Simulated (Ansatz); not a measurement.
CuSn3 in Ansatz: the effect of functional

Crystal: CuSn3.

```
CELL_PARAMETERS angstrom
-2.19418 2.19418 4.77127
2.19418 -2.19418 4.77127
2.19418 2.19418 -4.77127
ATOMIC_POSITIONS crystal
Sn 0.50000 0.50000 0.00000
Sn 0.25000 0.75000 0.50000
Sn 0.75000 0.25000 0.50000
Cu 0.00000 0.00000 0.00000
```

The cell comes from a database or a generator and needn't be the stable form of this composition.

The cell isn't the ideal one: volume scaled by 0.94.

Alike in all runs:

| Item | Value |
| --- | --- |
| Program | Ansatz 0.2.0 |
| Task | single point |
| Potentials or basis | Ansatz PAW |
| k mesh | 8 × 8 × 8 |
| Occupations | fermi-dirac, width 0.05 eV |
| Spin | no spin polarisation |

```tsv
functional	cutoff	pressure (GPa)
LDA	420 eV (not typed: the program's choice for these potentials)	-2.8
r2SCAN	500 eV (not typed: the program's choice for these potentials)	0.6
PBE	420 eV (not typed: the program's choice for these potentials)	?
```

Task: What does the run with functional PBE give?

Result: Pressure 2.5 GPa.

Caveats: the PAW data sets come from PBE, with cores solved anew for the run's functional, which leaves a small shift of forces and pressure (some runs).
